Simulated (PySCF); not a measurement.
# From one method to the next for AsBr⁺

Aim: see what other functionals and later steps give for AsBr⁺.

Computed with PySCF 2.14.0. Level: method and basis as typed in the scripts.

## 1. Starting geometry

AsBr⁺: 2 atoms, charge 1, spin multiplicity 2.

Bond lengths: As1–Br2 2.390 Å.

## 2. Base script

The input, input.py:

```python
from pyscf import gto, dft

mol = gto.M(
    atom='As 0 0 0; Br 0 0 2.39',
    basis='lanl2dz',
    ecp={'As': 'lanl2dz', 'Br': 'lanl2dz'},
    charge=1,
    spin=1,
    verbose=4,
)
mf = dft.UKS(mol, xc='wb97x')
mf.kernel()
mf.mulliken_pop()
mf.dip_moment()
print('orbital energies (hartree):', [e[max(0, n-3):n+3].round(4) for e, n in zip(mf.mo_energy, mol.nelec)])
```

Started as:

```sh
> OMP_NUM_THREADS=1 python input.py
```

## 3. Scan

Variant 1 changes functional: wb97x → scan.

Changes to input.py since step 2:

```diff
@@ -10,3 +10,3 @@
 )
-mf = dft.UKS(mol, xc='wb97x')
+mf = dft.UKS(mol, xc='scan')
 mf.kernel()
```

## 4. MP2 (UHF)

Variant 2 changes step after the SCF: analyze → mp2; SCF type: UKS → UHF; functional: wb97x → none (Hartree–Fock).

Changes to input.py since step 2:

```diff
@@ -1,2 +1,2 @@
-from pyscf import gto, dft
+from pyscf import gto, scf, mp
 
@@ -10,5 +10,5 @@
 )
-mf = dft.UKS(mol, xc='wb97x')
+mf = scf.UHF(mol)
 mf.kernel()
-mf.mulliken_pop()
+mp.MP2(mf).kernel()
 mf.dip_moment()
```

## 5. Bhandhlyp

Variant 3 changes functional: wb97x → bhandhlyp.

Changes to input.py since step 2:

```diff
@@ -10,3 +10,3 @@
 )
-mf = dft.UKS(mol, xc='wb97x')
+mf = dft.UKS(mol, xc='bhandhlyp')
 mf.kernel()
```

## 6. R2scan

Variant 4 changes functional: wb97x → r2scan.

Changes to input.py since step 2:

```diff
@@ -10,3 +10,3 @@
 )
-mf = dft.UKS(mol, xc='wb97x')
+mf = dft.UKS(mol, xc='r2scan')
 mf.kernel()
```

Before running it: what results should come out? Wanted: for each run, E(SCF); from base; gap, α spin; after the SCF.

The runs gave:

| run | E(SCF) (hartree) | from base (eV) | cycles | gap, α spin (eV) | after the SCF |
| --- | --- | --- | --- | --- | --- |
| base | -18.894367 | 0 | 25 | 6.25 | n/a |
| scan | -18.929934 | not comparable | 14 | 0.39 | n/a |
| MP2 (UHF) | -18.534657 | not comparable | 16 | 7.75 | MP2 correlation -1.788 eV |
| bhandhlyp | -18.830162 | not comparable | 13 | 3.93 | n/a |
| r2scan | -18.931082 | not comparable | 12 | 0.19 | n/a |

**Reading.** The α-spin gap between the frontier levels is 0.2 eV with r2scan (0 % exact exchange) and 3.9 eV with bhandhlyp (50 %): exact exchange opens it. A lower total energy from another functional means nothing by itself.
